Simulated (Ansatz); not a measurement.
# C₃H₈AlN: a ladder of functionals and wavefunction methods

How much do the methods differ for C₃H₈AlN? The plan is to run it at one geometry with functionals of several rungs and with coupled cluster, and see how far each lands from CCSD(T) at the basis-set limit for the atomisation energy.

Method: functionals in def2-TZVPP, the program's frozen cores in correlated methods; program: Ansatz 0.2.0, Gaussian basis.

The runs, in order: PBE-D4, r2SCAN-D4, PBE0-D4, B3LYP-D4, ωB97X-V, ωB97M-V, B2PLYP; CCSD(T)/def2-TZVPP; MP2/def2-QZVPP; extrapolation to the limit.

## 1. The relaxed structure

The geometry comes from an earlier relaxation with PBE0-D4 in a triple-zeta def2 set; it is a stationary point, not always the lowest conformer.

SMILES `C[N]1C[CH2][AlH]1`, 13 atoms, charge 0, spin multiplicity 1.

Atoms are counted from 1 here; the program's logs count them from 0.

Bond lengths: C1–N2 1.427 Å, C1–H6 1.100 Å, C1–H7 1.092 Å, C1–H8 1.100 Å, N2–C3 1.469 Å, N2–Al5 1.767 Å, C3–C4 1.548 Å, C3–H9 1.100 Å, C3–H10 1.100 Å, C4–Al5 1.958 Å, C4–H11 1.091 Å, C4–H12 1.091 Å, Al5–H13 1.585 Å. Angles: N2–C1–H6 111.9°, N2–C1–H7 110.4°, N2–C1–H8 111.9°, H6–C1–H7 107.7°, H6–C1–H8 106.9°, H7–C1–H8 107.7°, C1–N2–C3 117.9°, C1–N2–Al5 148.9°, C3–N2–Al5 93.2°, N2–C3–C4 104.0°, N2–C3–H9 111.0°, N2–C3–H10 111.0°, C4–C3–H9 111.9°, C4–C3–H10 111.9°, H9–C3–H10 107.1°, C3–C4–Al5 83.7°, C3–C4–H11 113.2°, C3–C4–H12 113.2° and more.

## 2. PBE-D4 (GGA)

in.yaml reads:

```yaml
crystal:
  periodic: [false, false, false]
  atoms:
    - {symbol: C, position_ang: [-1.178220, 1.095460, 1.009550]}
    - {symbol: N, position_ang: [-0.095975, 0.336061, 0.472202]}
    - {symbol: C, position_ang: [-0.320263, -0.383586, -0.788539]}
    - {symbol: C, position_ang: [1.033018, -1.081699, -1.066412]}
    - {symbol: Al, position_ang: [1.575472, -0.220853, 0.605961]}
    - {symbol: H, position_ang: [-1.510238, 1.883814, 0.318179]}
    - {symbol: H, position_ang: [-0.879551, 1.577187, 1.942988]}
    - {symbol: H, position_ang: [-2.054903, 0.466755, 1.223767]}
    - {symbol: H, position_ang: [-1.142157, -1.108031, -0.689021]}
    - {symbol: H, position_ang: [-0.596422, 0.310717, -1.595950]}
    - {symbol: H, position_ang: [0.957742, -2.169377, -1.089470]}
    - {symbol: H, position_ang: [1.501971, -0.754287, -1.994905]}
    - {symbol: H, position_ang: [2.730027, 0.013239, 1.666250]}
basis:
  gaussian: {orbitals: def2-TZVPP}
hamiltonian: {xc: pbe, dispersion: d4}
output: {forces: true, orbitals: {seedname: orbitals}}
```

Launch:

```console
$ ansatz run in.yaml --threads 4 --pin off --events-out ev --progress --plain --max-ram 10444MiB
```

The runs that follow: r2SCAN-D4 (meta-GGA); PBE0-D4 (hybrid); B3LYP-D4 (hybrid); ωB97X-V (range-separated); ωB97M-V (range-separated); B2PLYP (double hybrid); CCSD(T) in def2-TZVPP; MP2 in def2-QZVPP.

**Question.** What will the summary of the whole plan be? Wanted: atomisation energy, CCSD(T)/CBS; farthest; mean size of error, hybrid; mean size of error, range-separated; gap, smallest and largest; T1 diagnostic; triples share of the correlation energy.

**Answer**, as computed:

| quantity | value |
| --- | --- |
| atomisation energy, CCSD(T)/CBS | 4820.0 kJ/mol |
| functionals within 24.1 kJ/mol (0.5 %) | r2SCAN-D4, B3LYP-D4, ωB97X-V, ωB97M-V |
| farthest | PBE-D4 (+102.2 kJ/mol) |
| mean size of error, hybrid | 20.3 kJ/mol |
| mean size of error, range-separated | 22.7 kJ/mol |
| gap, smallest and largest | 3.80 eV (PBE-D4), 9.87 eV (ωB97X-V) |
| T1 diagnostic | 0.0129 |
| triples share of the correlation energy | 4.0 % |

PBE-D4 misses by +102.2 kJ/mol. Double hybrids carry the basis error of their MP2 part in triple zeta, and no dispersion term here, so their miss is partly the set-up's. The reference freezes the cores and leaves out relativity and excitations past (T), so misses under about 24.1 kJ/mol can't be ranked. Hartree-Fock recovers 73 % of the binding; the rest is correlation. The gap grows from 3.8 to 9.9 eV across the functionals, mostly with the share of exact exchange.
